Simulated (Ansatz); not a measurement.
# SiC2N4: the cost of one run

Computed with Ansatz 0.2.0 (DFT PBEsol, scalar-relativistic, plane waves, PAW, unless a step's input says otherwise).

### 1 Starting point

Symmetry: Pn-3m, No. 224, cubic system. The conventional cell has a = 6.669 Å, b = 6.669 Å, c = 6.669 Å, α = 90.00°, β = 90.00°, γ = 90.00°. Around Si (site symmetry -43m) lie 4 N at 1.68 Å. C (site symmetry -3m) is surrounded by 2 N at 1.21 Å. N (site symmetry 3m) has 1 C at 1.21 Å and 1 Si at 1.68 Å in its first shell of neighbours.

Structure file:

```
Si C N
1.0
     6.66904    0.00000    0.00000
     0.00000    6.66904    0.00000
     0.00000    0.00000    6.66904
Si C N
2 4 8
Direct
  0.50000 0.50000 0.50000
  0.00000 0.00000 0.00000
  0.75000 0.25000 0.25000
  0.25000 0.25000 0.75000
  0.75000 0.75000 0.75000
  0.25000 0.75000 0.25000
  0.14552 0.85448 0.14552
  0.64552 0.64552 0.64552
  0.85448 0.85448 0.85448
  0.35448 0.64552 0.35448
  0.35448 0.35448 0.64552
  0.64552 0.35448 0.35448
  0.14552 0.14552 0.85448
  0.85448 0.14552 0.14552
```

It goes back to an entry of the Materials Project, which need not be the stable form.

This cell was relaxed beforehand with the same method: volume 21.19 Å³/atom, gap on the mesh 4.23 eV.

### 2 The cell as listed, for comparison

Input file input.yaml:

```yaml
crystal:
  lattice:
    - [6.684378, 0.0, 0.0]
    - [0.0, 6.684378, 0.0]
    - [0.0, 0.0, 6.684378]
  atoms:
    - { symbol: Si, position: [0.5, 0.5, 0.5] }
    - { symbol: Si, position: [0.0, 0.0, 0.0] }
    - { symbol: C, position: [0.75, 0.25, 0.25] }
    - { symbol: C, position: [0.25, 0.25, 0.75] }
    - { symbol: C, position: [0.75, 0.75, 0.75] }
    - { symbol: C, position: [0.25, 0.75, 0.25] }
    - { symbol: "N", position: [0.145541, 0.854459, 0.145541] }
    - { symbol: "N", position: [0.645541, 0.645541, 0.645541] }
    - { symbol: "N", position: [0.854459, 0.854459, 0.854459] }
    - { symbol: "N", position: [0.354459, 0.645541, 0.354459] }
    - { symbol: "N", position: [0.354459, 0.354459, 0.645541] }
    - { symbol: "N", position: [0.645541, 0.354459, 0.354459] }
    - { symbol: "N", position: [0.145541, 0.145541, 0.854459] }
    - { symbol: "N", position: [0.854459, 0.145541, 0.145541] }
basis:
  ecutwfc: 420
kpoints:
  mp_grid: { grid: [4, 4, 4] }
hamiltonian:
  xc: pbesol
scf:
  occupations: { method: gaussian, width: 0.02 }
output:
  forces: true
  stress: true
  eigenvalues: true
  populations: true
```

Run with:

```console
$ ansatz run input.yaml --threads 4 --pin off --max-ram 10240MiB --backend cpu --events-out ev --progress --plain --runs-dir out
```

Q: Estimate wall time and peak memory on 4 threads of Intel Xeon 6975P-C (Granite Rapids), shared host.

About 1.9 s, with a peak of 0.76 GiB.
